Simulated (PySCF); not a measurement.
# C5H9B: a tour of settings

Aim: see how C5H9B (`C=C1C[C@@H]1BC`) answers to the choice of functional, basis, grid and SCF options.

The runs use PySCF 2.14.0, with density-fitted response routines of our own; the level of theory stands in each step. All values are computed, except where a source is named. Atoms are numbered from 0 throughout.

## 1. The starting structure

15 atoms, charge 0, multiplicity 1; geometry from: GFN2-xTB.

Bonds of the start (Å): C0–C1 1.31, C1–C2 1.45, C2–C3 1.54, C3–B4 1.54, B4–C5 1.57, C3–C1 1.49, C0–H6 1.08, C0–H7 1.08, C2–H8 1.08, C2–H9 1.08, C3–H10 1.09, B4–H11 1.17, C5–H12 1.09, C5–H13 1.09, C5–H14 1.09.

## 2. Excited states and response: BP86/pcSseg-1

What the job is given:

```
{"job": {"kind": "uv", "xc": "BP86", "basis": "pcSseg-1", "nstates": 3, "ntriplets": 5, "tda": true, "scf": {"conv": 1e-07}}, "charge": 0, "multiplicity": 1}
C      2.298407    -0.073474    -0.859296
C      1.423434    -0.326056     0.077178
C      0.973604    -1.138703     1.187658
C      0.149286     0.079753     0.724996
B     -1.167337    -0.109061    -0.056633
C     -2.283782     0.999421    -0.058081
H      3.178511    -0.684359    -0.984594
H      2.182839     0.755242    -1.538784
H      1.486981    -1.064444     2.136284
H      0.570396    -2.120670     0.984870
H      0.246091     0.950424     1.368911
H     -1.324457    -1.086958    -0.686921
H     -2.367165     1.429378    -1.056843
H     -3.263944     0.578781     0.162212
H     -2.107277     1.818716     0.634683
```

Method: TDA BP86/pcSseg-1, vertical, gas phase, core orbitals frozen in the response.

Command:

```bash
$ OMP_NUM_THREADS=1 python probes_run.py task.json out
```

This one command runs all jobs of the session in turn.

The log of the run:

```text
final grid: 115600 points
cycle   1  E = -220.5939058386  dE =  5.064e-01  |g| = 5.941e-01  |ddm| = 3.484e+00
cycle   2  E = -220.5086853344  dE =  8.522e-02  |g| = 8.130e-01  |ddm| = 1.306e+00
cycle   3  E = -220.6932197511  dE = -1.845e-01  |g| = 5.316e-02  |ddm| = 8.415e-01
cycle   4  E = -220.6936782924  dE = -4.585e-04  |g| = 3.311e-02  |ddm| = 9.499e-02
cycle   5  E = -220.6939103867  dE = -2.321e-04  |g| = 1.235e-02  |ddm| = 3.466e-02
cycle   6  E = -220.6939475881  dE = -3.720e-05  |g| = 5.024e-03  |ddm| = 1.495e-02
cycle   7  E = -220.6939538008  dE = -6.213e-06  |g| = 9.881e-04  |ddm| = 5.037e-03
cycle   8  E = -220.6939540860  dE = -2.853e-07  |g| = 2.352e-04  |ddm| = 1.277e-03
cycle   9  E = -220.6939541014  dE = -1.541e-08  |g| = 4.778e-05  |ddm| = 3.468e-04
converged SCF energy = -220.6939541014

Static polarisability (au): isotropic 70.197, principal 52.188 67.678 90.726

Singlet excitations
state   eV       nm        f      main configurations
  1   4.7650    260.2   0.01547   H->L 0.93
  2   5.3682    231.0   0.01688   H-1->L 0.95
  3   5.9433    208.6   0.00810   H-2->L 0.70, H-3->L 0.28

Triplet excitations (Tamm-Dancoff, eV): 4.3335 4.7788 4.9802 5.4018 5.6538
```

Run time: 19 s. Hardware: 1 thread of Intel Xeon Platinum 8488C, shared host; peak memory 0.48 GiB.

The orbitals next to the gap, with their largest atomic shares:

```
orbital     eV                        atoms
 HOMO−3  -7.78    C3 29 %, B4 17 %, C2 14 %
 HOMO−2  -7.57   C3 22 %, B4 22 %, H11 15 %
 HOMO−1  -6.95    C1 26 %, C2 20 %, C3 15 %
   HOMO  -6.45     C0 47 %, C1 32 %, C3 6 %
   LUMO  -1.82      B4 68 %, C1 7 %, C2 6 %
 LUMO+1  -0.78     C1 36 %, C0 35 %, B4 6 %
 LUMO+2   1.28  H10 15 %, H12 11 %, H7 10 %
```

With each of the 3 states as a Gaussian band of 0.4 eV half-width at 1/e, the curve within the window shown has maxima at 234 nm (ε 790) L/(mol cm). Beyond the last state computed it falls off for lack of states. The curve at chosen wavelengths:

nm, ε (L/mol/cm) and a bar:
```
      199        193 #####
      203        290 #########
      207        377 #############
      211        449 ################
      215        517 ###################
      219        595 ######################
      223        678 #########################
      227        748 ############################
      231        788 ##############################
      235        792 ##############################
      239        774 #############################
      243        753 ############################
      247        740 ############################
      250        736 ############################
      254        732 ############################
      258        717 ###########################
      262        682 #########################
      266        623 #######################
      270        544 ####################
      274        455 ################
      278        363 ############
      282        278 #########
      286        205 ######
      290        146 ###
      294        100 #
      298         67
```

Leading natural transition orbitals of singlet state 2: the hole lies on C1, C2 about 20 % each; C3 12 %; B4 8 %; the particle on B4 52 %; H11 12 %.

Leading natural transition orbitals of singlet state 1: the hole lies on C0, C1 about 36 % each; the particle on B4 54 %; H11 12 %; H12 6 %.

Ground-state properties from the same run:

```
           property  computed
  dipole moment (D)      0.52
polarisability (Å³)     10.40
 HOMO–LUMO gap (eV)      4.62
      −ε(HOMO) (eV)      6.45
```

The fields below are evaluated on a grid from the run's orbitals.

Frontier orbitals at BP86/pcSseg-1, with the share of their density that lies nearest to each atom:

```
orbital  energy (eV)                    lies on
   HOMO        -6.45     C0, C1 about 35 % each
   LUMO        -1.82  B4 51 %; H11 11 %; C1 6 %
```

ELF in a plane through or near 7 of the atoms.

Ten even steps from ' ' (0.00) to '@' (1.00):
```
                                                        
                                                        
                                                        
                                                        
                  ......                                
                ::--====--..                            
              ..--++++++**==::..          ....          
              ..==++....##**++++::......==%%%%==        
              ..++%%%%**++++%%%%::==##++%%@@@@@@--      
                ==##**++++++@@**  ++@@##@@@@@@@@--      
        ==##++--==**::==****%%==..%%%%----%%##++..      
      ..@@@@@@%%++%%%%**==--==::--####**%%**::..        
      ::@@@@@@@@::--++--        ..::##@@@@@@**          
      ..%%@@@@##**%%%%==          ..%%@@@@@@##          
          ::..::%%@@@@%%::          ==@@@@##::          
              ..%%@@@@%%..            ....              
                ::++++..                                
                                                        
                                                        
                                                        
```
The map spans 11.8 Å across and 9.6 Å up, centred on the molecule. Atoms in the plane (x, y in Å): C0 (-2.2, -1.2), C1 (-1.5, -0.1), C2 (-1.3, 1.3), C5 (2.5, -0.3), H6 (-3.2, -1.1), H12 (2.7, -1.3), H13 (3.3, 0.3).

On the surface of density 0.002 e/bohr³ the electrostatic potential runs, from the 1st to the 99th percentile, from -0.66 V near C0 to 0.78 V near B4.

## 3. Ultraviolet spectrum: revPBE/6-31++G**

Same as in step 2 but for these lines:

```diff
@@ -1,2 +1,2 @@
-{"job": {"kind": "uv", "xc": "BP86", "basis": "pcSseg-1", "nstates": 3, "ntriplets": 5, "tda": true, "scf": {"conv": 1e-07}}, "charge": 0, "multiplicity": 1}
+{"job": {"kind": "uv", "xc": "revPBE", "basis": "6-31++G**", "nstates": 1, "ntriplets": 2, "tda": true, "scf": {"damp": 0.1}}, "charge": 0, "multiplicity": 1}
 C      2.298407    -0.073474    -0.859296
```

Level: TDA revPBE/6-31++G**, vertical, gas phase, core orbitals frozen in the response.

The log of the run:

```text
damping 0.10 in the first 6 cycles
final grid: 115600 points
cycle   1  E = -220.5798551132  dE =  5.010e-01  |g| = 5.730e-01  |ddm| = 4.673e+00
cycle   2  E = -220.5513741981  dE =  2.848e-02  |g| = 6.584e-01  |ddm| = 6.680e+00
cycle   3  E = -220.5068242708  dE =  4.455e-02  |g| = 7.937e-01  |ddm| = 6.404e+00
cycle   4  E = -220.4189515293  dE =  8.787e-02  |g| = 9.395e-01  |ddm| = 8.097e+00
cycle   5  E = -220.3061494743  dE =  1.128e-01  |g| = 1.180e+00  |ddm| = 8.504e+00
cycle   6  E = -219.7072900555  dE =  5.989e-01  |g| = 1.781e+00  |ddm| = 2.076e+01
cycle   7  E = -218.4798463309  dE =  1.227e+00  |g| = 2.893e+00  |ddm| = 2.099e+01
cycle   8  E = -220.6185766032  dE = -2.139e+00  |g| = 4.639e-01  |ddm| = 4.884e+00
cycle   9  E = -220.6287630425  dE = -1.019e-02  |g| = 4.215e-01  |ddm| = 1.277e+00
cycle  10  E = -220.6753573346  dE = -4.659e-02  |g| = 9.806e-02  |ddm| = 9.493e-01
cycle  11  E = -220.6780182778  dE = -2.661e-03  |g| = 1.518e-02  |ddm| = 4.364e-01
cycle  12  E = -220.6780672534  dE = -4.898e-05  |g| = 6.555e-03  |ddm| = 1.267e-01
cycle  13  E = -220.6780811150  dE = -1.386e-05  |g| = 1.501e-03  |ddm| = 3.540e-02
cycle  14  E = -220.6780816716  dE = -5.566e-07  |g| = 5.779e-04  |ddm| = 7.311e-03
cycle  15  E = -220.6780817567  dE = -8.508e-08  |g| = 1.303e-04  |ddm| = 2.798e-03
cycle  16  E = -220.6780817617  dE = -5.020e-09  |g| = 2.606e-05  |ddm| = 1.058e-03
cycle  17  E = -220.6780817619  dE = -1.924e-10  |g| = 6.068e-06  |ddm| = 2.131e-04
converged SCF energy = -220.6780817619

Static polarisability (au): isotropic 76.389, principal 60.168 72.583 96.417

Singlet excitations
state   eV       nm        f      main configurations
  1   4.7344    261.9   0.01597   H->L 0.93

Triplet excitations (Tamm-Dancoff, eV): 4.2793 4.6927
```

Wall time 26 s (1 thread of Intel Xeon Platinum 8488C, shared host); peak memory 0.51 GiB.

Key values: HOMO -6.23 eV, LUMO -1.64 eV; lowest singlet 4.73 eV.

## 4. Nuclear shieldings: KT2/6-311G**

Same as in step 3 but for these lines:

```diff
@@ -1,2 +1,2 @@
-{"job": {"kind": "uv", "xc": "revPBE", "basis": "6-31++G**", "nstates": 1, "ntriplets": 2, "tda": true, "scf": {"damp": 0.1}}, "charge": 0, "multiplicity": 1}
+{"job": {"kind": "nmr", "xc": "KT2", "basis": "6-311G**", "pop": true}, "charge": 0, "multiplicity": 1}
 C      2.298407    -0.073474    -0.859296
```

With the program's defaults for keys left out, this is: GIAO KT2/6-311G** NMR shielding, non-relativistic, gas phase.

The log of the run:

```text
coarse grid: 12096 points
cycle   1  E = -224.7781304987  dE =  5.137e-01  |g| = 5.699e-01  |ddm| = 2.989e+00
cycle   2  E = -224.7094997316  dE =  6.863e-02  |g| = 7.538e-01  |ddm| = 1.183e+00
cycle   3  E = -224.8700889647  dE = -1.606e-01  |g| = 6.246e-02  |ddm| = 7.515e-01
cycle   4  E = -224.8705711828  dE = -4.822e-04  |g| = 4.539e-02  |ddm| = 9.321e-02
cycle   5  E = -224.8710807917  dE = -5.096e-04  |g| = 1.132e-02  |ddm| = 3.794e-02
cycle   6  E = -224.8711148218  dE = -3.403e-05  |g| = 4.066e-03  |ddm| = 1.369e-02
cycle   7  E = -224.8711189391  dE = -4.117e-06  |g| = 7.531e-04  |ddm| = 3.875e-03
final grid: 115600 points
cycle   8  E = -224.8176257918  dE = -3.195e-04  |g| = 1.702e-02  |ddm| = 4.426e-02
cycle   9  E = -224.8175554881  dE =  7.030e-05  |g| = 2.190e-02  |ddm| = 3.001e-02
cycle  10  E = -224.8176768400  dE = -1.214e-04  |g| = 6.286e-03  |ddm| = 2.240e-02
cycle  11  E = -224.8176862052  dE = -9.365e-06  |g| = 2.148e-03  |ddm| = 5.728e-03
cycle  12  E = -224.8176874286  dE = -1.223e-06  |g| = 4.134e-04  |ddm| = 1.848e-03
cycle  13  E = -224.8176874815  dE = -5.291e-08  |g| = 8.728e-05  |ddm| = 4.929e-04
cycle  14  E = -224.8176874833  dE = -1.810e-09  |g| = 2.456e-05  |ddm| = 8.970e-05
cycle  15  E = -224.8176874834  dE = -1.505e-10  |g| = 4.266e-06  |ddm| = 2.331e-05
converged SCF energy = -224.8176874834

GIAO shielding tensors (ppm)
atom      isotropic    diamagn.    paramagn.     s11        s22        s33       span
  0 C       93.674     258.190    -164.517      7.688    104.201    169.132    161.444
  1 C       59.169     261.434    -202.265    -15.315     14.373    178.450    193.765
  2 C      173.855     256.088     -82.232    153.129    171.194    197.244     44.114
  3 C      162.981     252.610     -89.629    120.543    157.847    210.554     90.011
  4 B       31.454     197.242    -165.788    -42.713     15.933    121.142    163.855
  5 C      177.613     249.973     -72.359    153.765    187.356    191.719     37.954
  6 H       26.460      29.593      -3.133     24.371     24.739     30.271      5.900
  7 H       26.635      32.784      -6.149     24.556     24.675     30.674      6.118
  8 H       30.141      30.251      -0.111     25.611     26.965     37.845     12.234
  9 H       30.285      31.402      -1.117     25.578     27.614     37.661     12.083
 10 H       29.997      32.186      -2.188     25.314     28.529     36.149     10.835
 11 H       25.169      32.198      -7.029     19.246     27.686     28.574      9.328
 12 H       31.288      29.579       1.710     28.278     29.035     36.552      8.274
 13 H       31.005      28.927       2.078     27.876     28.785     36.354      8.478
 14 H       30.878      30.699       0.179     28.018     30.651     33.964      5.946
```

Run time: 30 s. Hardware: 1 thread of Intel Xeon Platinum 8488C, shared host; peak memory 0.66 GiB.

The references, computed at this level on geometries of the same kind, shield at (ppm): ¹H TMS 32.10, ¹³C TMS 192.4. Their shielding less the atom's gives the shift. The references are single molecules in the gas phase. Atoms listed in one row are averaged.

```
        atoms                               environment  σ (ppm)  δ (ppm)
           C1           fully substituted alkene carbon     59.2    133.2
           C0                      terminal =CH2 carbon     93.7     98.7
           C3                three-membered-ring carbon    163.0     29.4
           C2                three-membered-ring carbon    173.9     18.5
           C5                 methyl carbon bonded to B    177.6     14.8
          H11         hydrogen on a boron bonded to 2 C    25.17     6.93
           H6        hydrogen on a terminal =CH2 carbon    26.46     5.64
           H7        hydrogen on a terminal =CH2 carbon    26.64     5.46
          H10  hydrogen on a three-membered-ring carbon    30.00     2.10
           H8  hydrogen on a three-membered-ring carbon    30.14     1.96
           H9  hydrogen on a three-membered-ring carbon    30.28     1.81
H12, H13, H14   hydrogen on a methyl carbon bonded to B    31.06     1.04
           B4                    boron bonded to 2 C, H     31.5        –
```

Charges from the same density, by scheme (e):

```
atoms  Mulliken    IAO  Hirshfeld  ESP fit
   C0     -0.22  -0.34      -0.10    -0.61
   C1     -0.06   0.04       0.01     0.25
   C2     -0.24  -0.29      -0.07    -0.42
   C3     -0.32  -0.28      -0.10    -0.25
   B4      0.26   0.16       0.15     0.49
   C5     -0.50  -0.58      -0.18    -0.70
```

Mayer bond orders: C0–C1 1.95, C1–C2 0.98, C2–C3 0.88, C3–B4 1.04, B4–C5 1.05, C3–C1 0.89.

Ring of atoms C1, C2, C3: NICS(0) -30.0, NICS(1) -6.7, NICS(1)zz -19.3 ppm (means of both faces). The ring holds saturated atoms, so no π current runs round it: these values come from its σ bonds, any local π bonds and neighbouring rings, and say nothing of aromaticity.

In rings of three or four atoms NICS is ruled by the nearby σ bonds, so it says little on aromaticity.

(Part 1 of 2 ends here.)
